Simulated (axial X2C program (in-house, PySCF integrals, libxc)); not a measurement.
# ZrS⁺: EOM-IP-CCSD levels

Aim: EOM-IP-CCSD levels of ZrS⁺, with spin–orbit coupling in the Hamiltonian from the start.

Computed with an in-house X2C program for linear molecules on PySCF integrals. Level: two-component X2C with atomic mean-field terms, Zr dyall-cv3z, S dyall-av3z.

All values are calculated.

### 1 Input

File task.json:

```json
{
 "zs": [
  40,
  16
 ],
 "q": 1,
 "bas": [
  "dyall-cv3z",
  "dyall-av3z"
 ],
 "r0": 2.21,
 "eom": "ip",
 "rq": 0,
 "thr": -2.0,
 "nmax": 95,
 "grid": [
  1,
  0.96,
  1.045,
  0.92,
  1.09,
  1.15
 ]
}
```

Keys: zs atomic numbers; q charge; bas basis sets; r0 starting distance in Å; eom kind of EOM run; thr threshold in hartree for freezing inner shells (an s shell follows its p shell); nmax most natural virtual spinors; grid distances as factors.

The run is started by

```
$ python soeom.py task.json out
```

After this run come: EOM-IP-CCSD at 2.186 Å.

Q: Predict the outcome of this session. Wanted: next root led by one particle; T1 of the reference; lowest state, Re and ωe.

**Answer**, as computed:

```
                     quantity                             value
       lowest root at 2.186 Å                 Ω = 1/2, 7.338 eV
next root led by one particle  Ω = 3/2, about 19270 cm⁻¹ higher
          T1 of the reference                             0.029
      lowest state, Re and ωe                 2.113 Å, 620 cm⁻¹
```

Removing an electron from the reference determinant of ZrS costs 7.34 eV and empties a spinor of 55% Zr sσ, 21% Zr dσ, 11% S pσ. The closed-shell reference lies 0.38 eV above the lowest determinant found, so these energies count from an excited configuration. Errors of 0.1 to 0.3 eV are usual at this size, and roots led by higher excitations are left out, so the list is incomplete, and low states of that kind can be missing. T1 or the largest double amplitude of the reference is raised, which lowers the reliability. The bond is 0.042 Å shorter than in the closed-shell reference at CCSD (2.155 Å).
